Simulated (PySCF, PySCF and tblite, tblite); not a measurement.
# C6H7F: telling isomers apart by computed NMR, part 2 of 3

PySCF and tblite. Atoms count from 0. The steps go on from the part before.

## 7. Shieldings, isomer B, conformer 1: PBE0/pcSseg-1

The job: settings as JSON, then the geometry in Å.

```
{"job": {"xc": "PBE0", "basis": "pcSseg-1", "kind": "nmr", "pop": false}, "charge": 0, "multiplicity": 1}
F      2.454749    -0.318952    -1.143724
C      1.966344     0.111664     0.075824
C      0.478408     0.146670     0.069580
C     -0.330898     1.175763     0.371358
C     -1.708358     0.757848     0.235474
C     -1.745982    -0.522236    -0.158401
C     -0.355307    -1.040128    -0.304965
H      2.352689    -0.598091     0.819231
H      2.391250     1.104450     0.253177
H     -0.027790     2.162496     0.673075
H     -2.548719     1.401324     0.424052
H     -2.616183    -1.120322    -0.355792
H     -0.146540    -1.365116    -1.326697
H     -0.164342    -1.895842     0.345643
```

The log of the run:

```text
coarse grid: 11944 points
cycle   1  E = -332.1338133426  dE =  1.081e+00  |g| = 5.315e-01  |ddm| = 3.441e+00
cycle   2  E = -332.1058332628  dE =  2.798e-02  |g| = 6.973e-01  |ddm| = 1.021e+00
cycle   3  E = -332.1902319677  dE = -8.440e-02  |g| = 6.658e-02  |ddm| = 5.861e-01
cycle   4  E = -332.1908538760  dE = -6.219e-04  |g| = 3.944e-02  |ddm| = 8.895e-02
cycle   5  E = -332.1912113332  dE = -3.575e-04  |g| = 1.006e-02  |ddm| = 4.269e-02
cycle   6  E = -332.1912322562  dE = -2.092e-05  |g| = 3.844e-03  |ddm| = 1.123e-02
cycle   7  E = -332.1912356487  dE = -3.392e-06  |g| = 6.045e-04  |ddm| = 3.956e-03
final grid: 116456 points
cycle   8  E = -332.2389051423  dE = -3.482e-05  |g| = 7.857e-03  |ddm| = 3.695e-02
cycle   9  E = -332.2388991636  dE =  5.979e-06  |g| = 9.832e-03  |ddm| = 1.708e-02
cycle  10  E = -332.2389203560  dE = -2.119e-05  |g| = 1.132e-03  |ddm| = 9.201e-03
cycle  11  E = -332.2389205758  dE = -2.198e-07  |g| = 2.570e-04  |ddm| = 1.071e-03
cycle  12  E = -332.2389205869  dE = -1.106e-08  |g| = 1.159e-04  |ddm| = 2.916e-04
cycle  13  E = -332.2389205900  dE = -3.182e-09  |g| = 2.661e-05  |ddm| = 1.180e-04
cycle  14  E = -332.2389205902  dE = -1.468e-10  |g| = 7.465e-06  |ddm| = 2.798e-05
converged SCF energy = -332.2389205902

GIAO shielding tensors (ppm)
atom      isotropic    diamagn.    paramagn.     s11        s22        s33       span
  0 F      406.284     472.121     -65.836    372.130    393.343    453.380     81.249
  1 C      102.796     236.193    -133.398     71.089     85.785    151.513     80.424
  2 C       32.942     262.470    -229.528    -63.318     20.787    141.356    204.673
  3 C       48.498     250.989    -202.491    -45.767     51.032    140.230    185.997
  4 C       47.830     253.410    -205.580    -55.194     52.927    145.757    200.951
  5 C       42.786     254.982    -212.196    -65.970     41.549    152.780    218.750
  6 C      141.358     247.674    -106.317    128.007    142.205    153.861     25.854
  7 H       26.171      27.152      -0.982     22.979     26.128     29.405      6.427
  8 H       26.183      27.829      -1.646     21.772     26.743     30.033      8.261
  9 H       25.018      32.542      -7.524     23.301     23.873     27.879      4.578
 10 H       25.016      30.704      -5.689     23.626     24.030     27.391      3.765
 11 H       24.868      30.744      -5.876     23.671     24.830     26.104      2.433
 12 H       28.205      29.064      -0.859     22.998     27.915     33.703     10.705
 13 H       28.721      29.330      -0.609     23.965     27.489     34.710     10.745
```

Run time: 14 s. Hardware: 1 thread of Arm Neoverse V1, shared host.

In short: HOMO -6.52 eV, LUMO -0.81 eV; dipole 1.59 D.

## 8. Shieldings, isomer B, conformer 2: PBE0/pcSseg-1

The job: settings as JSON, then the geometry in Å.

```
{"job": {"xc": "PBE0", "basis": "pcSseg-1", "kind": "nmr", "pop": false}, "charge": 0, "multiplicity": 1}
F      2.497711    -1.333732    -0.317484
C      1.963800    -0.090309    -0.088307
C      0.475322    -0.132335    -0.040867
C     -0.340430    -1.187381    -0.190816
C     -1.714609    -0.748959    -0.066950
C     -1.742489     0.570099     0.157861
C     -0.345021     1.100035     0.198093
H      2.385131     0.261832     0.863262
H      2.320278     0.558939    -0.899712
H     -0.040415    -2.202752    -0.373967
H     -2.559533    -1.408558    -0.148498
H     -2.605796     1.194414     0.295139
H     -0.116814     1.561422     1.160941
H     -0.177813     1.856813    -0.570862
```

The log of the run:

```text
coarse grid: 11944 points
cycle   1  E = -332.1283807309  dE =  1.092e+00  |g| = 5.389e-01  |ddm| = 3.447e+00
cycle   2  E = -332.0898837712  dE =  3.850e-02  |g| = 7.299e-01  |ddm| = 1.176e+00
cycle   3  E = -332.1872158854  dE = -9.733e-02  |g| = 8.944e-02  |ddm| = 7.016e-01
cycle   4  E = -332.1886034388  dE = -1.388e-03  |g| = 4.693e-02  |ddm| = 1.145e-01
cycle   5  E = -332.1891330455  dE = -5.296e-04  |g| = 9.580e-03  |ddm| = 4.787e-02
cycle   6  E = -332.1891516318  dE = -1.859e-05  |g| = 3.674e-03  |ddm| = 1.065e-02
cycle   7  E = -332.1891545535  dE = -2.922e-06  |g| = 7.081e-04  |ddm| = 4.012e-03
final grid: 116456 points
cycle   8  E = -332.2374844125  dE = -3.470e-05  |g| = 7.961e-03  |ddm| = 3.696e-02
cycle   9  E = -332.2374773259  dE =  7.087e-06  |g| = 1.019e-02  |ddm| = 1.733e-02
cycle  10  E = -332.2374997721  dE = -2.245e-05  |g| = 1.236e-03  |ddm| = 9.686e-03
cycle  11  E = -332.2375000635  dE = -2.914e-07  |g| = 3.022e-04  |ddm| = 1.218e-03
cycle  12  E = -332.2375000823  dE = -1.885e-08  |g| = 1.209e-04  |ddm| = 3.507e-04
cycle  13  E = -332.2375000855  dE = -3.212e-09  |g| = 2.258e-05  |ddm| = 1.229e-04
cycle  14  E = -332.2375000856  dE = -9.379e-11  |g| = 7.993e-06  |ddm| = 2.595e-05
converged SCF energy = -332.2375000856

GIAO shielding tensors (ppm)
atom      isotropic    diamagn.    paramagn.     s11        s22        s33       span
  0 F      429.685     470.479     -40.794    411.239    415.421    462.395     51.156
  1 C       99.636     237.091    -137.456     67.473     80.626    150.808     83.335
  2 C       33.292     263.685    -230.393    -61.742     29.542    132.076    193.818
  3 C       53.174     248.548    -195.374    -41.676     49.559    151.639    193.316
  4 C       46.623     253.514    -206.890    -58.159     51.719    146.310    204.470
  5 C       47.783     254.812    -207.029    -60.264     52.005    151.607    211.871
  6 C      143.954     248.839    -104.884    134.133    140.720    157.011     22.878
  7 H       25.937      27.154      -1.217     20.948     27.294     29.568      8.620
  8 H       25.938      27.153      -1.215     20.951     27.296     29.565      8.614
  9 H       24.918      32.246      -7.328     23.008     23.580     28.167      5.159
 10 H       24.936      30.665      -5.729     23.669     23.887     27.252      3.584
 11 H       25.090      30.833      -5.743     23.926     25.185     26.159      2.234
 12 H       28.927      29.664      -0.736     24.219     27.692     34.871     10.653
 13 H       28.927      29.664      -0.737     24.219     27.698     34.864     10.645
```

Run time: 14 s. Hardware: 1 thread of Arm Neoverse V1, shared host.

In short: HOMO -6.33 eV, LUMO -0.65 eV; dipole 2.07 D.

## 9. The ensemble, isomer B: properties at PBE0/pcSseg-1

The job: settings as JSON, then the geometry in Å.

```
{"job": {"study": "conf", "smiles": "FCC1=CC=CC1", "search": {"seed": 3362, "n_embed": 60, "ff_keep": 14, "window": 2.5, "nmax": 6, "temps": [250, 298.15, 350], "t_ref": 298.15, "order": 0.0005}, "level": {"nmr": {"xc": "PBE0", "basis": "pcSseg-1"}}, "kind": "conf"}, "charge": 0, "multiplicity": 1}
F      2.454749    -0.318952    -1.143724
C      1.966344     0.111664     0.075824
C      0.478408     0.146670     0.069580
C     -0.330898     1.175763     0.371358
C     -1.708358     0.757848     0.235474
C     -1.745982    -0.522236    -0.158401
C     -0.355307    -1.040128    -0.304965
H      2.352689    -0.598091     0.819231
H      2.391250     1.104450     0.253177
H     -0.027790     2.162496     0.673075
H     -2.548719     1.401324     0.424052
H     -2.616183    -1.120322    -0.355792
H     -0.146540    -1.365116    -1.326697
H     -0.164342    -1.895842     0.345643
```

The log of the run:

```text
conformer  sym    E(xTB)   E(DFT)   G(298.15 K)  weight  dipole/D
    1     C1      0.000    0.000    0.000   0.8977    1.591
    2     Cs      0.400    0.898    1.287   0.1023    2.071

mean shielding (ppm) by class
class atoms           250 K   298.15 K      350 K
  0 F  0            408.117    408.677     409.21
  1 C  1            102.548    102.473    102.401
  2 C  2             32.969     32.978     32.986
  3 C  3             48.864     48.976     49.083
  4 C  4             47.736     47.707     47.679
  5 C  5             43.178     43.297     43.411
  6 C  6            141.561    141.623    141.682
  7 H  7,8           26.158     26.152     26.147
  8 H  9              25.01     25.008     25.005
  9 H  10             25.01     25.008     25.006
 10 H  11            24.885     24.891     24.896
 11 H  12,13           28.5     28.511     28.521
```

It took 29 s on 1 thread of Arm Neoverse V1, shared host. This counts the runs that the step sums up.

The search (ETKDG and KDG, MMFF94s, GFN2-xTB) embedded 60 structures, kept 2 distinct ones after the force field and 2 after xTB; 2 were carried on (window 2.5 kcal/mol at the search's own energies). Energies: PBE0/pcSseg-1 with D3(BJ).

The conformers at 298 K:

```csv
no.,group,mirror pair,ΔE xTB,ΔE DFT,ΔG,weight (%),μ (D),F0–C1–C2–C6 (°),"A, B, C (GHz)"
1,C1,yes,0.00,0.00,0.00,89.8,1.59,54,"6.70, 1.82, 1.53"
2,Cs,no,0.40,0.90,1.29,10.2,2.07,180,"6.99, 1.81, 1.47"
```

Energies in kcal/mol. ΔG holds xTB vibrations and rotation, symmetry numbers and mirror pairs.

Weights (%) by temperature:

```csv
no.,250 K,298 K,350 K
1,92.2,89.8,87.5
2,7.8,10.2,12.5
```

How the weights hang on the way they are made:

```csv
scheme,1,2,mean μ (D)
DFT free energy,90,10,1.64
"DFT energy, symmetry counted",90,10,1.64
DFT energy alone,82,18,1.68
"xTB energy, symmetry counted",80,20,1.69
xTB free energy,79,21,1.69
lowest conformer only,100,0,1.59
equal weights,50,50,1.83
```

Shifts against references run at the same level ($^{13}$C TMS 186.9, $^{1}$H TMS 31.72, $^{19}$F CFCl3 170.9 ppm of shielding), by class of atoms, at 298 K:

```csv
atoms,environment,no. 1,no. 2,average
C2,fully substituted alkene carbon,154.0,153.6,153.9
C5,alkene CH,144.1,139.1,143.6
C4,alkene CH,139.1,140.3,139.2
C3,alkene CH,138.4,133.8,137.9
C1,allylic sp3 CH2 bonded to F,84.1,87.3,84.5
C6,allylic sp3 CH2,45.6,43.0,45.3
H11,hydrogen on an alkene CH,6.85,6.63,6.83
H9,hydrogen on an alkene CH,6.70,6.80,6.71
H10,hydrogen on an alkene CH,6.70,6.78,6.71
"H7, H8",hydrogen on an allylic sp3 CH2 bonded to F,5.54,5.78,5.56
"H12, H13",hydrogen on an allylic sp3 CH2,3.25,2.79,3.21
F0,fluorine on an sp3 carbon,-235.3,-258.7,-237.7
```

Effective distances for nuclear Overhauser effects, ⟨r⁻⁶⟩^(−1/6) over all pairs of two classes (Å): H10···H11 2.64; H9···H10 2.65; H11···H12 2.66; H7···H9 2.97; H7···H12 3.27.

## 10. GFN2-xTB relaxation, isomer C, conformer 1

The job: settings as JSON, then the geometry in Å.

```
{"job": {"xc": "GFN2-xTB", "basis": "xTB", "kind": "relax"}, "charge": 0, "multiplicity": 1}
F     -2.538200    -0.718200    -0.765300
C     -1.779100     0.046900     0.055000
C     -0.380500     0.206000    -0.550500
C      0.489000     1.166900     0.214600
C      1.593800     0.521200     0.644600
C      1.551200    -0.846200     0.191200
C      0.428000    -1.056200    -0.500400
H     -2.268300     1.013600     0.187400
H     -1.737600    -0.457100     1.041700
H     -0.484100     0.537000    -1.591000
H      0.260100     2.198500     0.399400
H      2.402100     0.949700     1.207700
H      2.325900    -1.569700     0.401600
H      0.137000    -1.992900    -0.958100
```

The log of the run:

```text
step      E/eV     max force
  0    -574.16528    0.760
  1    -574.18066    0.586
  2    -574.18644    0.171
  3    -574.18981    0.178
  4    -574.19506    0.111
  5    -574.19632    0.086
  6    -574.19738    0.077
  7    -574.19780    0.066
  8    -574.19805    0.034
  9    -574.19805    0.034
 10    -574.19815    0.031
 11    -574.19836    0.033
 12    -574.19847    0.033
 13    -574.19868    0.029
 14    -574.19878    0.027
 15    -574.19884    0.029
 16    -574.19892    0.027
 17    -574.19901    0.041
 18    -574.19910    0.027
 19    -574.19916    0.024
 20    -574.19920    0.022
 21    -574.19923    0.019
 22    -574.19927    0.018
 23    -574.19930    0.019
 24    -574.19935    0.020
 25    -574.19940    0.019
 26    -574.19945    0.016
 27    -574.19948    0.015
 28    -574.19951    0.017
 29    -574.19955    0.015
 30    -574.19958    0.015
 31    -574.19960    0.012
 32    -574.19961    0.010
 33    -574.19963    0.012
 34    -574.19964    0.011
 35    -574.19965    0.007
 36    -574.19966    0.006
 37    -574.19966    0.006
 38    -574.19967    0.009
 39    -574.19967    0.010
 40    -574.19968    0.008
 41    -574.19969    0.007
 42    -574.19970    0.011
 43    -574.19972    0.014
 44    -574.19973    0.011
 45    -574.19974    0.005
 46    -574.19975    0.004
 47    -574.19975    0.004
```

It took 0.21 s on 1 thread of Arm Neoverse V1, shared host.

Relaxing gained 0.034 eV and moved the atoms by 0.03 Å on average (rms).

**GFN2-xTB relaxation, isomer C, conformer 2**

The job: settings as JSON, then the geometry in Å.

```
{"job": {"xc": "GFN2-xTB", "basis": "xTB", "kind": "relax"}, "charge": 0, "multiplicity": 1}
F      1.657700    -1.113500     0.972000
C      1.790400    -0.134300     0.022400
C      0.447400     0.402000    -0.412000
C     -0.485600    -0.647300    -0.974400
C     -1.627600    -0.676100    -0.255600
C     -1.574300     0.320500     0.771700
C     -0.391300     0.963400     0.713400
H      2.417000     0.658700     0.473500
H      2.345200    -0.578000    -0.810100
H      0.587300     1.183600    -1.167100
H     -0.256200    -1.300600    -1.802600
H     -2.470600    -1.335100    -0.425100
H     -2.366500     0.504100     1.495000
H     -0.073600     1.752300     1.376600
```

The log of the run:

```text
step      E/eV     max force
  0    -574.11319    1.043
  1    -574.14240    0.333
  2    -574.14716    0.220
  3    -574.15059    0.152
  4    -574.15344    0.118
  5    -574.15550    0.103
  6    -574.15736    0.104
  7    -574.15812    0.080
  8    -574.15849    0.048
  9    -574.15867    0.032
 10    -574.15867    0.032
 11    -574.15873    0.023
 12    -574.15878    0.024
 13    -574.15880    0.019
 14    -574.15882    0.014
 15    -574.15884    0.008
 16    -574.15885    0.008
 17    -574.15885    0.009
 18    -574.15886    0.008
 19    -574.15887    0.005
 20    -574.15887    0.005
 21    -574.15887    0.004
 22    -574.15887    0.004
 23    -574.15887    0.003
```

Wall time 0.11 s (1 thread of Arm Neoverse V1, shared host).

The energy fell by 0.046 eV, and the atoms moved 0.02 Å (root mean square).

## 11. Shieldings, isomer C, conformer 1: PBE0/pcSseg-1

The job: settings as JSON, then the geometry in Å.

```
{"job": {"xc": "PBE0", "basis": "pcSseg-1", "kind": "nmr", "pop": false}, "charge": 0, "multiplicity": 1}
F     -2.554743    -0.734952    -0.747035
C     -1.769602     0.055886     0.053985
C     -0.368382     0.198845    -0.538100
C      0.488960     1.150725     0.241786
C      1.602491     0.525174     0.639284
C      1.569099    -0.851894     0.184105
C      0.436473    -1.066705    -0.493709
H     -2.268678     1.028287     0.122791
H     -1.732843    -0.421343     1.038065
H     -0.476485     0.537793    -1.575024
H      0.208550     2.172076     0.420302
H      2.411903     0.948091     1.206663
H      2.350097    -1.564763     0.378035
H      0.102483    -1.977693    -0.953314
```

The log of the run:

```text
coarse grid: 11944 points
cycle   1  E = -332.1312373080  dE =  1.070e+00  |g| = 5.243e-01  |ddm| = 3.343e+00
cycle   2  E = -332.1060881253  dE =  2.515e-02  |g| = 6.788e-01  |ddm| = 9.536e-01
cycle   3  E = -332.1859946686  dE = -7.991e-02  |g| = 6.582e-02  |ddm| = 5.455e-01
cycle   4  E = -332.1865851427  dE = -5.905e-04  |g| = 3.857e-02  |ddm| = 8.045e-02
cycle   5  E = -332.1869235463  dE = -3.384e-04  |g| = 1.017e-02  |ddm| = 3.988e-02
cycle   6  E = -332.1869460795  dE = -2.253e-05  |g| = 3.777e-03  |ddm| = 1.059e-02
cycle   7  E = -332.1869494172  dE = -3.338e-06  |g| = 5.666e-04  |ddm| = 3.636e-03
final grid: 116456 points
cycle   8  E = -332.2349787040  dE = -3.322e-05  |g| = 7.780e-03  |ddm| = 3.648e-02
cycle   9  E = -332.2349728360  dE =  5.868e-06  |g| = 9.736e-03  |ddm| = 1.565e-02
cycle  10  E = -332.2349936203  dE = -2.078e-05  |g| = 1.063e-03  |ddm| = 8.365e-03
cycle  11  E = -332.2349938038  dE = -1.835e-07  |g| = 2.296e-04  |ddm| = 1.008e-03
cycle  12  E = -332.2349938115  dE = -7.743e-09  |g| = 9.815e-05  |ddm| = 2.445e-04
cycle  13  E = -332.2349938138  dE = -2.253e-09  |g| = 2.898e-05  |ddm| = 1.028e-04
cycle  14  E = -332.2349938140  dE = -1.946e-10  |g| = 6.993e-06  |ddm| = 2.866e-05
converged SCF energy = -332.2349938140

GIAO shielding tensors (ppm)
atom      isotropic    diamagn.    paramagn.     s11        s22        s33       span
  0 F      413.186     471.667     -58.481    375.195    408.081    456.283     81.088
  1 C      100.690     241.882    -141.193     61.302     86.195    154.571     93.269
  2 C      126.579     246.892    -120.313    112.915    130.946    135.876     22.961
  3 C       47.551     254.445    -206.893    -55.358     47.054    150.958    206.316
  4 C       44.886     253.083    -208.197    -61.164     48.404    147.417    208.581
  5 C       47.124     252.887    -205.763    -56.922     52.138    146.158    203.080
  6 C       38.635     253.234    -214.599    -71.418     31.296    156.027    227.445
  7 H       26.487      28.644      -2.158     20.680     28.214     30.566      9.887
  8 H       27.647      28.708      -1.061     23.066     28.957     30.920      7.854
  9 H       28.107      29.539      -1.432     24.856     25.915     33.551      8.695
 10 H       25.398      31.823      -6.425     23.897     25.173     27.122      3.225
 11 H       24.925      30.878      -5.953     23.431     23.770     27.575      4.144
 12 H       24.905      30.898      -5.993     23.597     23.656     27.461      3.864
 13 H       24.522      31.470      -6.948     22.645     23.861     27.059      4.414
```

It took 14 s on 1 thread of Arm Neoverse V1, shared host.

This run: HOMO -6.64 eV, LUMO -0.83 eV; dipole 1.56 D.

## 12. Shieldings, isomer C, conformer 2: PBE0/pcSseg-1

The job: settings as JSON, then the geometry in Å.

```
{"job": {"xc": "PBE0", "basis": "pcSseg-1", "kind": "nmr", "pop": false}, "charge": 0, "multiplicity": 1}
F      1.657900    -1.110809     0.970892
C      1.785416    -0.129616     0.023137
C      0.418094     0.400379    -0.409462
C     -0.490969    -0.658509    -0.963537
C     -1.629718    -0.680487    -0.264074
C     -1.571058     0.323550     0.782326
C     -0.396513     0.958592     0.721661
H      2.389980     0.665044     0.473627
H      2.318699    -0.577428    -0.822444
H      0.605539     1.174151    -1.162712
H     -0.214087    -1.281572    -1.793435
H     -2.471906    -1.329395    -0.423288
H     -2.364821     0.501529     1.485130
H     -0.037235     1.744098     1.360014
```

The log of the run:

```text
coarse grid: 11944 points
cycle   1  E = -332.1226537477  dE =  1.079e+00  |g| = 5.422e-01  |ddm| = 3.354e+00
cycle   2  E = -332.0881197245  dE =  3.453e-02  |g| = 7.284e-01  |ddm| = 1.069e+00
cycle   3  E = -332.1825444970  dE = -9.442e-02  |g| = 6.810e-02  |ddm| = 6.211e-01
cycle   4  E = -332.1831509893  dE = -6.065e-04  |g| = 4.101e-02  |ddm| = 8.379e-02
cycle   5  E = -332.1835295700  dE = -3.786e-04  |g| = 1.108e-02  |ddm| = 4.255e-02
cycle   6  E = -332.1835560400  dE = -2.647e-05  |g| = 4.183e-03  |ddm| = 1.168e-02
cycle   7  E = -332.1835601382  dE = -4.098e-06  |g| = 3.762e-04  |ddm| = 3.883e-03
final grid: 116456 points
cycle   8  E = -332.2322063333  dE = -3.513e-05  |g| = 7.522e-03  |ddm| = 3.320e-02
cycle   9  E = -332.2322013266  dE =  5.007e-06  |g| = 9.274e-03  |ddm| = 1.508e-02
cycle  10  E = -332.2322203303  dE = -1.900e-05  |g| = 9.429e-04  |ddm| = 7.934e-03
cycle  11  E = -332.2322204768  dE = -1.464e-07  |g| = 2.904e-04  |ddm| = 9.643e-04
cycle  12  E = -332.2322204920  dE = -1.527e-08  |g| = 1.150e-04  |ddm| = 3.150e-04
cycle  13  E = -332.2322204951  dE = -3.106e-09  |g| = 2.807e-05  |ddm| = 1.121e-04
cycle  14  E = -332.2322204953  dE = -1.702e-10  |g| = 5.930e-06  |ddm| = 2.909e-05
converged SCF energy = -332.2322204953

GIAO shielding tensors (ppm)
atom      isotropic    diamagn.    paramagn.     s11        s22        s33       span
  0 F      420.648     474.599     -53.951    395.219    412.846    453.879     58.660
  1 C      103.056     238.258    -135.203     69.417     84.895    154.854     85.438
  2 C      126.610     248.977    -122.367    121.510    125.756    132.563     11.053
  3 C       42.394     253.513    -211.119    -62.130     42.224    147.087    209.216
  4 C       45.543     252.583    -207.040    -60.062     50.596    146.094    206.156
  5 C       45.545     252.580    -207.035    -60.067     50.599    146.102    206.169
  6 C       42.369     253.517    -211.148    -62.154     42.210    147.051    209.205
  7 H       26.581      28.036      -1.455     23.033     26.175     30.534      7.501
  8 H       26.581      28.033      -1.452     23.032     26.176     30.535      7.503
  9 H       28.603      30.001      -1.397     24.651     26.328     34.832     10.180
 10 H       24.973      31.625      -6.652     23.441     25.078     26.401      2.960
 11 H       24.928      30.803      -5.875     23.382     23.801     27.600      4.219
 12 H       24.928      30.806      -5.878     23.381     23.802     27.601      4.220
 13 H       24.973      31.630      -6.657     23.443     25.075     26.402      2.959
```

Run time: 14 s. Hardware: 1 thread of Arm Neoverse V1, shared host.

Key values: HOMO -6.47 eV, LUMO -0.74 eV; dipole 1.79 D.

(Part 2 of 3 ends here.)
